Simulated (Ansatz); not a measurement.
# C₃H₆BBr: relaxing the structure

Aim: relax C₃H₆BBr from a cheap starting geometry.

The runs use Ansatz 0.2.0, Gaussian basis; RKS PBE0-D4/def2-TZVP.

Plan: relaxation at PBE-D4/def2-SVP; relaxation at PBE0-D4/def2-TZVP.

1 further run of the same task is left out (set aside as unsound or not needed).

## Step 1: The starting structure

SMILES `CBC=CBr`, 11 atoms, charge 0, spin multiplicity 1.

Atoms are counted from 1 here; the program's logs count them from 0.

Bond lengths: C1–B2 1.555 Å, C1–H6 1.122 Å, C1–H7 1.154 Å, C1–H8 1.058 Å, B2–C3 1.568 Å, B2–H9 1.228 Å, C3–C4 1.293 Å, C3–H10 1.122 Å, C4–Br5 1.880 Å, C4–H11 1.165 Å. Angles: B2–C1–H6 110.7°, B2–C1–H7 107.3°, B2–C1–H8 111.9°, H6–C1–H7 104.3°, H6–C1–H8 113.2°, H7–C1–H8 109.0°, C1–B2–C3 121.4°, C1–B2–H9 118.4°, C3–B2–H9 120.2°, B2–C3–C4 127.9°, B2–C3–H10 115.1°, C4–C3–H10 116.9°, C3–C4–Br5 126.4°, C3–C4–H11 115.5°, Br5–C4–H11 118.0°.

Geometry (Å):

```xyz
11
C3H6BBr
C    -1.25820   -0.28930    0.95640
B     0.20320    0.24270    0.97140
C     1.06920    0.29130   -0.33450
C     0.72760   -0.06910   -1.52830
Br    1.80770   -0.00370   -3.06560
H    -1.73340   -0.17330    1.96600
H    -1.87110    0.40860    0.27170
H    -1.31470   -1.27660    0.58010
H     0.68130    0.60610    2.04240
H     2.12690    0.63840   -0.19170
H    -0.37320   -0.43210   -1.64740
```

The start is a force-field geometry with small random shifts, so a cheaper pass at PBE-D4/def2-SVP comes first.

## Step 2: Relaxation at PBE-D4/def2-SVP (cheap first pass)

Contents of in.yaml:

```yaml
crystal:
  periodic: [false, false, false]
  atoms:
    - {symbol: C, position_ang: [-1.258200, -0.289300, 0.956400]}
    - {symbol: B, position_ang: [0.203200, 0.242700, 0.971400]}
    - {symbol: C, position_ang: [1.069200, 0.291300, -0.334500]}
    - {symbol: C, position_ang: [0.727600, -0.069100, -1.528300]}
    - {symbol: Br, position_ang: [1.807700, -0.003700, -3.065600]}
    - {symbol: H, position_ang: [-1.733400, -0.173300, 1.966000]}
    - {symbol: H, position_ang: [-1.871100, 0.408600, 0.271700]}
    - {symbol: H, position_ang: [-1.314700, -1.276600, 0.580100]}
    - {symbol: H, position_ang: [0.681300, 0.606100, 2.042400]}
    - {symbol: H, position_ang: [2.126900, 0.638400, -0.191700]}
    - {symbol: H, position_ang: [-0.373200, -0.432100, -1.647400]}
basis:
  gaussian: {orbitals: def2-SVP}
hamiltonian: {xc: pbe, dispersion: d4}
relax: {f_tol: 0.03, max_steps: 200}
```

Command:

```sh
ansatz run in.yaml --threads 4 --pin off --events-out ev --progress --plain --max-ram 10444MiB
```

The log of the run, cut to the lines that bear on the results:

```text
Functional definition: PBE
  name "PBE"
  cite "Perdew, Burke & Ernzerhof, Phys. Rev. Lett. 77, 3865 (1996) doi:10.1103/PhysRevLett.77.3865"
  parent pbe
[...]
1321 factors; their error is unknown
[...]
mean field -73902.95065741 eV, -2715.8833434405 hartree, gradient 1.0e-5 eV, S^2 0.000000; 0 other end points of the search recorded, 0 dependent functions left out
[...]
reference -73902.95069293 eV, -2715.8833447462 hartree; 32, 32 occupied and 86, 86 virtual orbitals, 1321 factors
relax step   1: F+E_penalty+E_count = -73903.17329791 eV  Δ(F+E_penalty+E_count) = +0.000e0 eV  max|allowed force component| = 3.890e0 eV/Å  Δτ_max = 0.0000 Å  (30 SCF iters, accepted)
[...]
relax step   7: F+E_penalty+E_count = -73903.57355955 eV  Δ(F+E_penalty+E_count) = -1.447e-2 eV  max|allowed force component| = 7.116e-2 eV/Å  Δτ_max = 0.2000 Å  (29 SCF iters, accepted)
[...]
relax step  13: F+E_penalty+E_count = -73903.59608575 eV  Δ(F+E_penalty+E_count) = -3.793e-3 eV  max|allowed force component| = 7.945e-2 eV/Å  Δτ_max = 0.0724 Å  (30 SCF iters, accepted)
[...]
relax step  19: F+E_penalty+E_count = -73903.60393215 eV  Δ(F+E_penalty+E_count) = -1.088e-3 eV  max|allowed force component| = 6.953e-3 eV/Å  Δτ_max = 0.0404 Å  (31 SCF iters, accepted)
[...]
relax step  24: F+E_penalty+E_count = -73903.60456721 eV  Δ(F+E_penalty+E_count) = -8.954e-5 eV  max|allowed force component| = 7.921e-3 eV/Å  Δτ_max = 0.0036 Å  (24 SCF iters, accepted)
1321 factors; their error is unknown
[...]
mean field -73903.38389656 eV, -2715.8992646860 hartree, gradient 1.1e-5 eV, S^2 0.000000; 1 other end points of the search recorded, 0 dependent functions left out
[...]
reference -73903.38393254 eV, -2715.8992660079 hartree; 32, 32 occupied and 86, 86 virtual orbitals, 1321 factors
Total energy: -73903.60460318 eV, -2715.9073755046 hartree
Atom 0 at    -1.303271    -0.206452     0.918032 Å, force     0.000746     0.001694    -0.003882 eV/Å
Atom 1 at     0.152927     0.378288     0.905603 Å, force     0.005373    -0.007921     0.002952 eV/Å
Atom 2 at     1.131906     0.344116    -0.302405 Å, force     0.000615     0.000774     0.002681 eV/Å
Atom 3 at     0.779695    -0.228450    -1.476794 Å, force    -0.000565    -0.000973    -0.000946 eV/Å
Atom 4 at     1.887849    -0.325749    -3.003242 Å, force     0.000124    -0.000963     0.000203 eV/Å
Atom 5 at    -1.402502    -0.924638     1.762492 Å, force     0.002047    -0.002898     0.003405 eV/Å
Atom 6 at    -2.014082     0.611215     1.175052 Å, force    -0.004643     0.003760     0.002012 eV/Å
Atom 7 at    -1.665136    -0.701414    -0.004693 Å, force    -0.000951    -0.000011    -0.003157 eV/Å
Atom 8 at     0.557482     0.908927     1.930615 Å, force    -0.001771     0.003348    -0.001638 eV/Å
Atom 9 at     2.140596     0.786303    -0.228209 Å, force    -0.000477     0.001650    -0.001084 eV/Å
Atom 10 at    -0.200165    -0.699146    -1.655950 Å, force    -0.000499     0.001538    -0.000547 eV/Å
Dipole moment:    -0.143843    -0.070976    -0.040538 e Å
```

Run time: 32 s. Hardware: 4 threads of Arm Neoverse V1, shared host.

Step by step: (the energy doesn't fall at every step)

```tsv
step	energy from step 1 (eV)	largest force component (eV/Å)
1	0.0000	3.8896
2	-0.3322	1.1406
3	-0.3306	0.7715
4	-0.3800	0.3310
5	-0.3825	0.1508
6	-0.3858	0.0579
7	-0.4003	0.0712
8	-0.3822	0.7430
9	-0.4078	0.0669
10	-0.4135	0.1411
11	-0.4132	0.4234
12	-0.4190	0.0625
13	-0.4228	0.0795
14	-0.4214	0.2104
15	-0.4255	0.0407
16	-0.4275	0.0505
17	-0.4295	0.0766
18	-0.4279	0.1645
19	-0.4306	0.0070
20	-0.4310	0.0683
21	-0.4312	0.0323
22	-0.4312	0.0322
23	-0.4311	0.0338
24	-0.4313	0.0079
```

The force was under the threshold of 0.03 eV/Å already at step 19, but the program went on to step 24.

Distances of close pairs at the start and the end, largest changes first:

```tsv
bond	before (Å)	after (Å)	change (Å)
C4–H11	1.165	1.102	-0.063
C3–C4	1.293	1.353	+0.060
C1–H8	1.058	1.108	+0.050
C1–H7	1.154	1.114	-0.040
C3–H10	1.122	1.104	-0.018
C1–B2	1.555	1.569	+0.014
B2–C3	1.568	1.555	-0.012
C1–H6	1.122	1.113	-0.009
```

## Step 3: Geometry optimisation, PBE0-D4/def2-TZVP

Contents of in.yaml:

```yaml
crystal:
  periodic: [false, false, false]
  atoms:
    - {symbol: C, position_ang: [-1.303271, -0.206452, 0.918032]}
    - {symbol: B, position_ang: [0.152927, 0.378288, 0.905603]}
    - {symbol: C, position_ang: [1.131906, 0.344116, -0.302405]}
    - {symbol: C, position_ang: [0.779695, -0.228450, -1.476794]}
    - {symbol: Br, position_ang: [1.887849, -0.325749, -3.003242]}
    - {symbol: H, position_ang: [-1.402502, -0.924638, 1.762492]}
    - {symbol: H, position_ang: [-2.014082, 0.611215, 1.175052]}
    - {symbol: H, position_ang: [-1.665136, -0.701414, -0.004693]}
    - {symbol: H, position_ang: [0.557482, 0.908927, 1.930615]}
    - {symbol: H, position_ang: [2.140596, 0.786303, -0.228209]}
    - {symbol: H, position_ang: [-0.200165, -0.699146, -1.655950]}
basis:
  gaussian: {orbitals: def2-TZVP}
hamiltonian: {xc: pbe0, dispersion: d4}
relax: {f_tol: 0.005, max_steps: 150}
```

The command is unchanged.

The log of the run, cut to the lines that bear on the results:

```text
Functional definition: PBE0
  name "PBE0"
  cite "Adamo & Barone, J. Chem. Phys. 110, 6158 (1999) doi:10.1063/1.478522"
  cite "Perdew, Burke & Ernzerhof, Phys. Rev. Lett. 77, 3865 (1996) doi:10.1103/PhysRevLett.77.3865"
  parent pbe
[...]
1386 factors; their error is unknown
[...]
mean field -73919.12502780 eV, -2716.4777405891 hartree, gradient 4.7e-5 eV, S^2 0.000000; 0 other end points of the search recorded, 0 dependent functions left out
[...]
reference -73919.12506037 eV, -2716.4777417861 hartree; 32, 32 occupied and 176, 176 virtual orbitals, 1386 factors
relax step   1: F+E_penalty+E_count = -73919.31183070 eV  Δ(F+E_penalty+E_count) = +0.000e0 eV  max|allowed force component| = 7.972e-1 eV/Å  Δτ_max = 0.0000 Å  (30 SCF iters, accepted)
[...]
Atom 1 at     0.153117     0.379562     0.899633 Å, force    -0.000488    -0.000291     0.000518 eV/Å
Atom 2 at     1.124495     0.339764    -0.302463 Å, force     0.000473     0.000235     0.001566 eV/Å
Atom 3 at     0.768272    -0.225793    -1.454278 Å, force     0.000121     0.000065    -0.004456 eV/Å
Atom 4 at     1.868381    -0.327686    -2.970664 Å, force    -0.000121    -0.000163     0.000921 eV/Å
Atom 5 at    -1.384468    -0.923802     1.732119 Å, force    -0.000090     0.000266    -0.000193 eV/Å
Atom 6 at    -1.998262     0.596502     1.167129 Å, force    -0.000001    -0.000442     0.000672 eV/Å
Atom 7 at    -1.643784    -0.684350    -0.004767 Å, force     0.000406     0.000330     0.000029 eV/Å
Atom 8 at     0.548128     0.904523     1.905518 Å, force    -0.000032     0.000718     0.000474 eV/Å
Atom 9 at     2.119048     0.772264    -0.232560 Å, force    -0.000719    -0.000654    -0.000201 eV/Å
Atom 10 at    -0.196691    -0.684474    -1.629090 Å, force     0.000334    -0.000069     0.001028 eV/Å
Dipole moment:    -0.166237    -0.050903     0.044587 e Å
```

Wall time 24 s (4 threads of Arm Neoverse V1, shared host); peak memory 0.59 GiB.

The steps of the relaxation:

```tsv
step	energy from step 1 (eV)	largest force component (eV/Å)
1	0.0000	0.7972
2	-0.0455	0.1764
3	-0.0485	0.0363
4	-0.0486	0.0263
5	-0.0487	0.0045
```

Close pairs (by a distance rule), those that changed most:

```tsv
bond	before (Å)	after (Å)	change (Å)
B2–H9	1.223	1.201	-0.022
C3–C4	1.353	1.332	-0.021
C4–H11	1.102	1.083	-0.019
C3–H10	1.104	1.087	-0.017
C1–H8	1.108	1.091	-0.017
C1–H7	1.114	1.097	-0.016
C1–H6	1.113	1.097	-0.016
C4–Br5	1.889	1.876	-0.013
```

Mulliken charges at the end point, from the run's report:

```tsv
atom	value (e)
C1	-0.43
B2	0.07
C3	-0.26
C4	-0.02
Br5	-0.04
H6	0.14
H7	0.14
H8	0.11
H9	0.01
H10	0.13
H11	0.15
```

## Step 4: Outcome

```
                  quantity           value
               point group              Cs
                     steps          24 + 5
shift from the start (rms)         0.507 Å
              total energy  -73919.3605 eV
           dispersion term        -188 meV
             dipole moment          0.86 D
```

The atoms moved 0.51 Å (rms) from the start; the bond that changed most is C4–H11, from 1.165 to 1.083 Å. No vibrations were run, so it is not proven to be a minimum. The largest Mulliken charge, -0.43 e, sits on C1.
